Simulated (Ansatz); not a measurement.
# FGeH5O2Si: a ladder of functionals and wavefunction methods

One table from this session's results is given with a row withheld; the runs are named, their logs left out.

The runs use Ansatz 0.2.0, Gaussian basis; functionals in def2-TZVPP, the program's frozen cores in correlated methods.

Plan: PBE-D4, r2SCAN-D4, PBE0-D4, B3LYP-D4, ωB97X-V, ωB97M-V, B2PLYP; CCSD(T)/def2-TZVPP; MP2/def2-QZVPP; extrapolation to the limit.

### The relaxed structure

An earlier PBE0-D4 in a triple-zeta def2 set relaxation fixed the geometry.

10 atoms, charge 0, spin multiplicity 1.

Atoms are counted from 1 here; the program's logs count them from 0.

Bond lengths: O1–Ge2 1.791 Å, O1–H6 0.959 Å, Ge2–Si3 2.381 Å, Ge2–H7 1.544 Å, Ge2–H8 1.545 Å, Si3–O4 1.633 Å, Si3–F5 1.602 Å, Si3–H9 1.485 Å, O4–H10 0.959 Å. Angles: Ge2–O1–H6 112.7°, O1–Ge2–Si3 103.2°, O1–Ge2–H7 109.7°, O1–Ge2–H8 109.1°, Si3–Ge2–H7 113.4°, Si3–Ge2–H8 112.8°, H7–Ge2–H8 108.4°, Ge2–Si3–O4 107.1°, Ge2–Si3–F5 108.1°, Ge2–Si3–H9 114.5°, O4–Si3–F5 110.3°, O4–Si3–H9 111.0°, F5–Si3–H9 105.8°, Si3–O4–H10 119.0°.

As a file:

```xyz
10
charge 0, multiplicity 1
O    -2.0845    0.7027   -0.0450
Ge   -0.5397    0.5948   -0.9449
Si    0.9852   -0.2315    0.6868
O     0.7186   -1.8367    0.8219
F     2.4738    0.0425    0.1611
H    -2.8128    0.9999   -0.5943
H    -0.7083   -0.3457   -2.1571
H    -0.1573    1.9984   -1.4648
H     0.8946    0.4374    2.0097
H     1.0556   -2.3010    1.5899
```

The first run:

Contents of in.yaml:

```yaml
crystal:
  periodic: [false, false, false]
  atoms:
    - {symbol: O, position_ang: [-2.084495, 0.702714, -0.044975]}
    - {symbol: Ge, position_ang: [-0.539672, 0.594817, -0.944921]}
    - {symbol: Si, position_ang: [0.985222, -0.231452, 0.686832]}
    - {symbol: O, position_ang: [0.718612, -1.836710, 0.821862]}
    - {symbol: F, position_ang: [2.473829, 0.042472, 0.161146]}
    - {symbol: H, position_ang: [-2.812785, 0.999890, -0.594348]}
    - {symbol: H, position_ang: [-0.708302, -0.345714, -2.157096]}
    - {symbol: H, position_ang: [-0.157346, 1.998428, -1.464806]}
    - {symbol: H, position_ang: [0.894567, 0.437398, 2.009712]}
    - {symbol: H, position_ang: [1.055568, -2.301043, 1.589893]}
basis:
  gaussian: {orbitals: def2-TZVPP}
hamiltonian: {xc: pbe, dispersion: d4}
output: {forces: true, orbitals: {seedname: orbitals}}
```

Among the steps run: PBE-D4 (GGA); r2SCAN-D4 (meta-GGA); PBE0-D4 (hybrid); B3LYP-D4 (hybrid); ωB97X-V (range-separated); ωB97M-V (range-separated); B2PLYP (double hybrid); CCSD(T) in def2-TZVPP; MP2 in def2-QZVPP.

One table of the session follows, with a row left open; its other results are not shown here.

```
            method  atomisation energy (kJ/mol)
            PBE-D4                       3487.0
         r2SCAN-D4                       3472.2
           PBE0-D4                       3410.7
          B3LYP-D4                       3440.8
           ωB97X-V                       3486.7
           ωB97M-V                       3463.9
            B2PLYP                       3424.0
     HF/def2-TZVPP                            ?
    MP2/def2-TZVPP                       3472.1
   CCSD/def2-TZVPP                       3345.6
CCSD(T)/def2-TZVPP                       3397.6
           MP2/CBS                       3574.4
       CCSD(T)/CBS                       3499.9
```

**Question.** Estimate the row for HF/def2-TZVPP.

The run gave: atomisation energy (kJ/mol): 2453.6. In the column «atomisation energy (kJ/mol)» it is the lowest.

Caveats from the session: Free atoms (2 O, 1 Ge, 1 Si, 1 F, 5 H) were run apart at each level; the atomisation energy is their sum less the molecule, without zero-point or spin-orbit terms.
